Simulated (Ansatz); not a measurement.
# BAs: the cost of one run

Method: reference: DFT r2SCAN, plane waves, PAW, scalar-relativistic, no spin polarisation, in Ansatz 0.2.0.

**1. The starting structure**

Symmetry: F-43m, No. 216, cubic system. The conventional cell has a = 4.822 Å, b = 4.822 Å, c = 4.822 Å, α = 90.00°, β = 90.00°, γ = 90.00°. B (site symmetry -43m) has 4 As at 2.09 Å as nearest neighbours. As (site symmetry -43m) has 4 B at 2.09 Å as nearest neighbours.

Structure file:

```cif
data_structure
_symmetry_space_group_name_H-M 'F-43m'
_symmetry_Int_Tables_number 216
_cell_length_a 4.8224
_cell_length_b 4.8224
_cell_length_c 4.8224
_cell_angle_alpha 90.000
_cell_angle_beta 90.000
_cell_angle_gamma 90.000
_cell_volume 112.15
loop_
_atom_site_label
_atom_site_type_symbol
_atom_site_symmetry_multiplicity
_atom_site_Wyckoff_symbol
_atom_site_fract_x
_atom_site_fract_y
_atom_site_fract_z
_atom_site_occupancy
B1 B 4 a 0.00000 0.00000 0.00000 1
As1 As 4 d 0.25000 0.25000 0.75000 1
```

**2. The reference run**

Contents of input.yaml:

```yaml
crystal:
  lattice:
    - [0.0, 2.41120934, 2.41120934]
    - [2.41120934, 0.0, 2.41120934]
    - [2.41120934, 2.41120934, 0.0]
  atoms:
    - { symbol: B, position: [0.0, 0.0, 0.0] }
    - { symbol: As, position: [0.25, 0.25, 0.25] }
  symmetry: { tolerance: 0.0003 }
kpoints:
  mp_grid: { grid: [6, 6, 6], shift: [0, 0, 0] }
magnetization:
  spin_polarized: false
scf:
  occupations: { method: fermi_dirac }
hamiltonian:
  pseudopotentials: { kind: paw }
  xc: r2scan
basis:
  ecutwfc: 500
output:
  forces: true
  stress: true
  eigenvalues: true
```

Started as:

```sh
ansatz run input.yaml --threads 1 --pin off --max-ram 2560MiB --backend cpu --events-out ev --progress --plain --runs-dir out
```

**Question.** How long does this run take on 1 thread of an Arm CPU, shared host, and how much memory does it need?

About 1.8 s, with a peak of 0.33 GiB.
